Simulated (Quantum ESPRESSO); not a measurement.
GaF:

```
Ga F
1.0
     3.16592    0.00000    0.00000
     0.00000    3.16592    0.00000
     0.00000    0.00000    3.16592
Ga F
1 1
Direct
  0.00000 0.00000 0.00000
  0.50000 0.50000 0.50000
```

The cell was built by a generator and needn't be a form met in nature.

Base run:

```yaml
Program: Quantum ESPRESSO 7.5
Functional: PBE
Potentials_or_basis: SSSP 1.3 efficiency PBE
Cutoff: 952 eV
Density_cutoff: 7619 eV
k_mesh: 8 × 8 × 8
Occupations: fermi-dirac, width 0.05 eV
Spin: no spin polarisation
```

Its results: band gap on the k mesh 0.34 eV, indirect (least direct gap 1.12 eV); pressure -0.1 GPa.

The run is repeated on the same cell with these changes: potentials or basis from SSSP 1.3 efficiency PBE to SG15 PBE 1.2; cutoff from 952 eV to 1197 eV; density cutoff from 7619 eV to 4789 eV; k mesh from 8 × 8 × 8 to 5 × 5 × 5. What comes out?

Band gap on the k mesh 2.34 eV, indirect (least direct gap 2.81 eV); pressure -0.3 GPa.

Caveats: an odd mesh through Γ misses points on the zone boundary, where band edges often lie (some runs).

Not every run made on this cell is shown here.
